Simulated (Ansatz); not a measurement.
**ClFH₂SSn: a ladder of functionals and wavefunction methods**

An exercise on one series of results from a longer session: the logs are not shown, and one member is left open.

Computed with Ansatz 0.2.0, Gaussian basis. Level: functionals in def2-TZVPP, the program's frozen cores in correlated methods.

The runs, in order: LDA (SPW92), PBE-D4, revPBE-D4, BLYP-D4, r2SCAN-D4, B97M-V, PBE0-D4, B3LYP-D4, r2SCANh-D4, r2SCAN0-D4, HSE06-D4, BHLYP-D4, CAM-B3LYP-D4, LC-ωPBE, ωB97X-V, ωB97M-V, B2PLYP, PBE-QIDH; CCSD(T)/def2-SVP; CCSD(T)/def2-TZVPP; CCSD(T)/def2-QZVPP; extrapolation to the limit; RPA on PBE.

**Structure used throughout**

All runs share one geometry, relaxed beforehand with PBE0-D4 in a triple-zeta def2 set. Sn takes the def2 core potential; no spin-orbit term is included.

6 atoms, charge 0, spin multiplicity 1.

Atoms are counted from 1 here; the program's logs count them from 0.

Bond lengths: F1–Sn2 1.911 Å, Sn2–S3 2.366 Å, Sn2–Cl4 2.307 Å, Sn2–H5 1.693 Å, S3–H6 1.345 Å. Angles: F1–Sn2–S3 108.3°, F1–Sn2–Cl4 102.9°, F1–Sn2–H5 107.5°, S3–Sn2–Cl4 109.8°, S3–Sn2–H5 115.2°, Cl4–Sn2–H5 112.3°, Sn2–S3–H6 92.0°.

The first run:

Contents of in.yaml:

```yaml
crystal:
  periodic: [false, false, false]
  atoms:
    - {symbol: F, position_ang: [-1.817070, 0.320640, -0.819224]}
    - {symbol: Sn, position_ang: [0.043977, -0.034279, -0.570848]}
    - {symbol: S, position_ang: [0.793988, 1.204167, 1.300798]}
    - {symbol: Cl, position_ang: [0.076842, -2.288117, -0.081180]}
    - {symbol: H, position_ang: [0.828378, 0.318379, -2.028884]}
    - {symbol: H, position_ang: [0.115984, 0.415208, 2.153137]}
basis:
  gaussian: {orbitals: def2-TZVPP}
hamiltonian: {xc: lda}
output: {orbitals: {seedname: orbitals}}
```

Launch:

```
$ ansatz run in.yaml --threads 2 --pin off --events-out ev --progress --plain --max-ram 22528MiB --backend cpu
```

Among the steps run: LDA; PBE-D4 (GGA); revPBE-D4 (GGA); BLYP-D4 (GGA); r2SCAN-D4 (meta-GGA); B97M-V (meta-GGA); PBE0-D4 (hybrid); B3LYP-D4 (hybrid); r2SCANh-D4 (hybrid); r2SCAN0-D4 (hybrid); HSE06-D4 (hybrid); BHLYP-D4 (hybrid); CAM-B3LYP-D4 (range-separated); LC-ωPBE (range-separated); ωB97X-V (range-separated); ωB97M-V (range-separated); B2PLYP (double hybrid); PBE-QIDH (double hybrid).

One table of the session follows, with a row left open; its other results are not shown here.

It belongs to the step «Frontier levels by functional». 

| functional | HOMO (eV) | LUMO (eV) | gap (eV) |
| --- | --- | --- | --- |
| LDA (SPW92) | -7.12 | -3.07 | 4.04 |
| PBE-D4 | -6.98 | -2.80 | 4.18 |
| revPBE-D4 | -6.93 | -2.70 | 4.23 |
| BLYP-D4 | -6.81 | -2.75 | 4.06 |
| r2SCAN-D4 | -7.30 | -2.58 | 4.72 |
| B97M-V | -7.37 | -2.52 | 4.85 |
| PBE0-D4 | ? | ? | ? |
| B3LYP-D4 | -8.00 | -2.19 | 5.82 |
| r2SCANh-D4 | -7.77 | -2.25 | 5.52 |
| r2SCAN0-D4 | -8.47 | -1.74 | 6.73 |
| HSE06-D4 | -7.86 | -2.25 | 5.62 |
| BHLYP-D4 | -9.39 | -0.90 | 8.49 |
| CAM-B3LYP-D4 | -9.60 | -0.87 | 8.73 |
| LC-ωPBE | -11.04 | 0.38 | 11.42 |
| ωB97X-V | -10.66 | 0.27 | 10.92 |
| ωB97M-V | -10.48 | 0.13 | 10.61 |

Q: Estimate the row for PBE0-D4 from the others.

As computed: HOMO (eV): -8.27; LUMO (eV): -1.88; gap (eV): 6.39. In the column «HOMO (eV)» it lies between r2SCAN0-D4 (-8.47) and B3LYP-D4 (-8.00).
